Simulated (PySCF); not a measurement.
# CHBrF2 (bromodifluoromethane) at 6 levels

Aim: a comparison of 6 runs (M06-L/aug-cc-pVDZ, PBE/aug-cc-pVDZ, PBE0/aug-cc-pVDZ, SVWN5/aug-cc-pVDZ, wB97X/aug-cc-pVDZ, CCSD(T)/aug-cc-pVDZ) of CHBrF2 (bromodifluoromethane). The job is set up through a Python script.

The results are computed with PySCF 2.14.0.

1 further run of the same task is left out (set aside as unsound or not needed).

## Step 1: The molecule

CHBrF2: 5 atoms, total charge 0, spin state singlet. SMILES: `FC(F)Br`. Geometry: relaxed at PBE0-D4/def2-TZVP.

Bond lengths: F1–C2 1.332 Å, C2–F3 1.332 Å, C2–Br4 1.938 Å, C2–H5 1.090 Å. Angles: F1–C2–F3 108.5°, F1–C2–Br4 109.7°, F3–C2–Br4 109.7°, F1–C2–H5 110.3°, F3–C2–H5 110.3°, Br4–C2–H5 108.2°.

## Step 2: A single-point energy at M06-L/aug-cc-pVDZ (run 1)

Input file start.xyz:

```xyz
5
CHBrF2
F      0.174340    -0.623850     1.201130
C      0.141760     0.019230     0.034970
F      0.707870    -0.753840    -0.890480
Br    -1.695370     0.389750    -0.456680
H      0.671400     0.968700     0.111060
```

Input file calc.py:

```python
from pyscf import gto, dft

mol = gto.Mole()
mol.atom = 'start.xyz'
mol.max_memory = 1860
mol.verbose = 3
mol.basis = 'aug-cc-pvdz'
mol.build()

mf = dft.RKS(mol)
mf.xc = 'm06-l'
mf.conv_tol = 1e-10
mf.grids.level = 5
mf.kernel()
if not mf.converged:
    mf = mf.newton().run(mf.mo_coeff, mf.mo_occ)

energy = mf.e_tot
print('E = %.10f Eh' % energy)
```

Command:

```sh
$ OMP_NUM_THREADS=1 python calc.py
```

Log:

```text
converged SCF energy = -2812.41195237556
E = -2812.4119523756 Eh
```

It took 43 s on 1 thread of Arm Neoverse V1, shared host; peak memory 0.64 GiB.

## Step 3: A single-point energy at PBE/aug-cc-pVDZ (run 2)

Input file input.py:

```python
# FC(F)Br
from pyscf import gto, dft

system = gto.Mole()
system.atom = [
    ('F', (0.174340, -0.623850, 1.201130)),
    ('C', (0.141760, 0.019230, 0.034970)),
    ('F', (0.707870, -0.753840, -0.890480)),
    ('Br', (-1.695370, 0.389750, -0.456680)),
    ('H', (0.671400, 0.968700, 0.111060)),
]
system.max_memory = 1860
system.basis = 'aug-cc-pvdz'
system.verbose = 3
system.spin = 0
system.build()

mf = dft.RKS(system)
mf.xc = 'pbe'
mf.conv_tol = 1e-10
mf.grids.level = 5
mf.kernel()
if not mf.converged:
    mf = mf.newton().run(mf.mo_coeff, mf.mo_occ)

e_tot = mf.e_tot
print('E = %.10f Eh' % e_tot)
```

Command:

```sh
$ OMP_NUM_THREADS=1 python input.py
```

Log:

```text
converged SCF energy = -2811.9292197153
E = -2811.9292197153 Eh
```

It took 22 s on 1 thread of Arm Neoverse V1, shared host; peak memory 0.62 GiB.

Runs 3 to 4 aren't shown in full; the table further down has their settings and results.

## Step 4: The energy at wB97X/aug-cc-pVDZ (run 5)

Input file job.py:

```python
from pyscf import gto, dft

mol = gto.M(
    atom=[
    ('F', (0.174340, -0.623850, 1.201130)),
    ('C', (0.141760, 0.019230, 0.034970)),
    ('F', (0.707870, -0.753840, -0.890480)),
    ('Br', (-1.695370, 0.389750, -0.456680)),
    ('H', (0.671400, 0.968700, 0.111060)),
],
    verbose=4,
    basis='aug-cc-pvdz',
    spin=0,
    charge=0,
    max_memory=1860,
)

ks = dft.RKS(mol)
ks.xc = 'wb97x'
ks.conv_tol = 1e-10
ks.grids.level = 5
ks.kernel()
if not ks.converged:
    ks = ks.newton().run(ks.mo_coeff, ks.mo_occ)

energy = ks.e_tot
print('E(%s) = %.9f' % ('WB97X', energy))
```

Command:

```sh
$ OMP_NUM_THREADS=1 python job.py
```

Log:

```text
PySCF version 2.14.0

[... 74 lines left out ...]
converged SCF energy = -2812.52096919298
E(WB97X) = -2812.520969193
```

It took 44 s on 1 thread of Arm Neoverse V1, shared host; peak memory 0.62 GiB.

## Step 5: A single-point energy at CCSD(T)/aug-cc-pVDZ (run 6)

Input file job.py:

```python
from pyscf import gto, scf, cc

mol = gto.M(
    atom='''
F    0.174340  -0.623850   1.201130
C    0.141760   0.019230   0.034970
F    0.707870  -0.753840  -0.890480
Br  -1.695370   0.389750  -0.456680
H    0.671400   0.968700   0.111060
''',
    max_memory=1860,
    verbose=3,
    spin=0,
    basis='aug-cc-pvdz',
)

myscf = scf.RHF(mol)
myscf.conv_tol = 1e-10
myscf.kernel()
if not myscf.converged:
    myscf = myscf.newton().run(myscf.mo_coeff, myscf.mo_occ)

mycc = cc.CCSD(myscf, frozen=12)
mycc.kernel()
e_t = mycc.ccsd_t()
e_final = mycc.e_tot + e_t
print('E = %.10f Eh' % e_final)
```

Command:

```sh
$ OMP_NUM_THREADS=1 python job.py
```

Log:

```text
converged SCF energy = -2809.73244684065
E(CCSD) = -2810.439121954011  E_corr = -0.7066751133644048
CCSD(T) correction = -0.0206260013971347
E = -2810.4597479554 Eh
```

It took 3.1 min on 1 thread of Arm Neoverse V1, shared host; peak memory 1 GiB.

## Step 6: Overview of the runs

```csv
run,level,integration grid,frozen core orbitals,energy (Eh),dipole moment (D) of the reference,HOMO energy (eV),LUMO energy (eV),wall time
1,M06-L/aug-cc-pVDZ,5,–,-2812.411952,1.32,-7.77,-1.34,43 s
2,PBE/aug-cc-pVDZ,5,–,-2811.929220,1.31,-7.51,-1.68,22 s
3,PBE0/aug-cc-pVDZ,5,–,-2812.017018,1.38,-8.87,-0.73,23 s
4,SVWN5/aug-cc-pVDZ,5,–,-2807.389727,1.34,-7.67,-1.88,14 s
5,wB97X/aug-cc-pVDZ,5,–,-2812.520969,1.42,-11.30,1.15,44 s
6,CCSD(T)/aug-cc-pVDZ,–,12,-2810.459748,1.58,-11.98,0.97,3.1 min
```

## Step 7: What came out

```
                                           quantity           value
                                run 6: total energy  -2810.45975 Eh
        run 6: dipole moment (Hartree–Fock density)          1.58 D
         run 6: HOMO energy (Hartree–Fock orbitals)       -11.98 eV
         run 6: LUMO energy (Hartree–Fock orbitals)         0.97 eV
       run 6: HOMO–LUMO gap (Hartree–Fock orbitals)        12.95 eV
run 6: correlation energy (12 core orbitals frozen)      -727.3 mEh
                              run 6: (T) correction      -20.63 mEh
                               run 6: T1 diagnostic           0.011
```

**Reading.** Over runs 1, 2, 3, 4, 5 the dipole moment (its size) runs from 1.31 D (PBE/aug-cc-pVDZ) to 1.42 D (wB97X/aug-cc-pVDZ). Over runs 1, 2, 3, 4, 5 the HOMO–LUMO gap runs from 5.79 eV (SVWN5/aug-cc-pVDZ) to 12.45 eV (wB97X/aug-cc-pVDZ). Totals of different functionals can't be ranked against each other. All runs together took 5.6 min, the longest 3.1 min.
